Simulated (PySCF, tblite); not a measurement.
# C5H3F4 radical: geometry, infrared bands and EPR parameters

Wanted: the infrared bands and EPR parameters of C5H3F4 radical (`F[C]1C=C[C@@H]1C(F)(F)F`), by calculation.

The runs use tblite 0.8.0 and PySCF 2.14.0, with density-fitted response routines of our own; the level of theory stands in each step. All values are computed, except where a source is named. Atoms count from 0, in the outputs and in this text.

## 1. The starting structure

12 atoms, charge 0, multiplicity 2; geometry from: force field or distance geometry start.

Bonds of the start (Å): F0–C1 1.32, C1–C2 1.50, C2–C3 1.34, C3–C4 1.54, C4–C5 1.51, C5–F6 1.36, C5–F7 1.36, C5–F8 1.35, C4–C1 1.46, C2–H9 1.10, C3–H10 1.10, C4–H11 1.10.

## 2. Geometry optimisation with GFN2-xTB

The job: settings as JSON, then the geometry in Å.

```
{"job": {"kind": "relax", "xc": "GFN2-xTB", "basis": "xTB"}, "charge": 0, "multiplicity": 2}
F     -0.553000     0.399300    -2.352800
C     -0.622700     0.056600    -1.083400
C     -1.777800    -0.169200    -0.150500
C     -0.923700    -0.553600     0.804300
C      0.323600    -0.444000    -0.095700
C      1.399700     0.532800     0.303800
F      2.080700     0.060100     1.377900
F      2.310400     0.708600    -0.687600
F      0.918800     1.747900     0.639600
H     -2.865600    -0.042600    -0.228200
H     -1.049000    -0.888900     1.840500
H      0.759800    -1.407900    -0.394000
```

The run is started by

```
OMP_NUM_THREADS=1 python probes_run.py task.json out
```

This one command runs all jobs of the session in turn.

**Question.** This job is followed by: GFN2-xTB harmonic vibrations, gas phase; UKS B3LYP, pcH-1 on C F H, non-relativistic, mean-field spin-orbit, GIAO. What will the session give for the following? strongest single infrared mode (GFN2-xTB); zero-point energy (GFN2-xTB); g(iso) (B3LYP); ⟨S²⟩; largest a(iso) (averaged by class); potential on the surface of density 0.002 e/bohr³, 1st and 99th percentile.

The runs gave:

```
                                                                  quantity                  value
                                 strongest single infrared mode (GFN2-xTB)  1055 cm⁻¹, 211 km/mol
                                              zero-point energy (GFN2-xTB)          42.6 kcal/mol
                                                            g(iso) (B3LYP)                2.00323
                                                                      ⟨S²⟩     0.776 (exact 0.75)
                                        largest a(iso) (averaged by class)   19F on F0, 106.7 MHz
potential on the surface of density 0.002 e/bohr³, 1st and 99th percentile     -0.63 V and 1.33 V
```

What this shows: Over 38 steps the energy fell by 0.395 eV; of the close pairs, C1–C2 changed most, 1.502 to 1.382 Å. No mode is imaginary among the 30: a minimum at this level. The strongest single mode, at 1055 cm⁻¹, is spread over several atoms, C5, F6, H11 among them. Unscaled tight-binding wavenumbers are off by several per cent, some by more. Its intensities can rank the bands wrongly. The largest spin populations lie on C3 (0.72 e), C1 (0.56 e). The isotropic g lies 0.9 ppt above the free-electron value. The conformer search found further structures of the same energy, which may be mirror or relabelled copies of this one.
